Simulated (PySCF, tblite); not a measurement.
**C5H14AlNSi: geometry, infrared bands and NMR shifts**

Wanted: the infrared bands and NMR shifts of C5H14AlNSi (`C=[CH][AlH][N]([SiH3])C(C)C`), by calculation.

The runs use tblite 0.8.0 and PySCF 2.14.0, with density-fitted response routines of our own; the level of theory stands in each step. All values are computed, except where a source is named. Atoms are numbered from 0 throughout.

## 1. The starting structure

22 atoms, charge 0, multiplicity 1; geometry from: force field or distance geometry start.

Bonds of the start (Å): C0–C1 1.34, C1–Al2 1.96, Al2–N3 1.94, N3–Si4 1.82, N3–C5 1.48, C5–C6 1.53, C5–C7 1.55, C0–H8 1.08, C0–H9 1.09, C1–H10 1.09, Al2–H11 1.60, Si4–H12 1.47, Si4–H13 1.46, Si4–H14 1.46, C5–H15 1.12, C6–H16 1.11, C6–H17 1.11, C6–H18 1.11, C7–H19 1.11, C7–H20 1.12, C7–H21 1.11.

## 2. Relaxing the molecule with GFN2-xTB

The job: settings as JSON, then the geometry in Å.

```
{"job": {"kind": "relax", "xc": "GFN2-xTB", "basis": "xTB"}, "charge": 0, "multiplicity": 1}
C      3.989800     0.371100    -0.967500
C      2.928100    -0.364400    -0.622400
Al     1.131700     0.399900    -0.471300
N     -0.372600    -0.713600     0.022500
Si     0.017400    -1.525900     1.605600
C     -1.736400    -0.134000     0.015500
C     -2.187900     0.114800    -1.428100
C     -1.855900     1.160500     0.858900
H      4.971400    -0.078900    -1.033300
H      3.864100     1.429200    -1.186200
H      3.062500    -1.424900    -0.393700
H      0.892400     1.943800    -0.810900
H      0.302200    -0.515300     2.640000
H     -1.109100    -2.359400     2.025900
H      1.196300    -2.375200     1.429500
H     -2.450000    -0.874000     0.452300
H     -2.086900    -0.819400    -2.013300
H     -3.256700     0.416300    -1.439900
H     -1.582900     0.911000    -1.899500
H     -1.512600     0.992600     1.901800
H     -2.931300     1.472000     0.902300
H     -1.283800     1.993200     0.411000
```

Command:

```bash
$ OMP_NUM_THREADS=1 python probes_run.py task.json out
```

One launch serves the whole session: the jobs run in the order shown.

**Question.** This job is followed by: GFN2-xTB harmonic vibrations, gas phase; GIAO PBE0/pcSseg-1 NMR shielding, non-relativistic, gas phase. Predict these results of the whole session: strongest single infrared mode (GFN2-xTB); zero-point energy (GFN2-xTB); 13C shifts against TMS (PBE0/pcSseg-1, means over atoms taken as alike); 1H shifts against TMS (PBE0/pcSseg-1, means over atoms taken as alike); 27Al shifts against AlH4- (PBE0/pcSseg-1); 15N shifts against NH3 (PBE0/pcSseg-1); 29Si shifts against TMS (PBE0/pcSseg-1).

**Answer**, as computed:

| quantity | value |
| --- | --- |
| strongest single infrared mode (GFN2-xTB) | 2201 cm⁻¹, 464 km/mol |
| zero-point energy (GFN2-xTB) | 105.2 kcal/mol |
| 13C shifts against TMS (PBE0/pcSseg-1, means over atoms taken as alike) | 157.2, 155.0, 55.0, 32.6 ppm |
| 1H shifts against TMS (PBE0/pcSseg-1, means over atoms taken as alike) | 7.19, 7.09, 6.66, 5.16, 4.70, 3.00, 1.48 ppm |
| 27Al shifts against AlH4- (PBE0/pcSseg-1) | 138.2 ppm |
| 15N shifts against NH3 (PBE0/pcSseg-1) | 56.7 ppm |
| 29Si shifts against TMS (PBE0/pcSseg-1) | -64.1 ppm |

The optimisation took 188 steps and gained 0.571 eV; among the close pairs (by a distance rule), Al2–N3 changed most, from 1.936 to 1.818 Å. All 60 modes are real, so the xTB geometry is a minimum. The strongest single mode, at 2201 cm⁻¹, moves mainly H14 and H13. GFN2-xTB is a fitted tight-binding method: band positions and strengths are rough. Its intensities can rank the bands wrongly. C1 (alkene CH) lies farthest downfield among carbon, at 157.2 ppm; as expected for a trigonal carbon in a double bond.
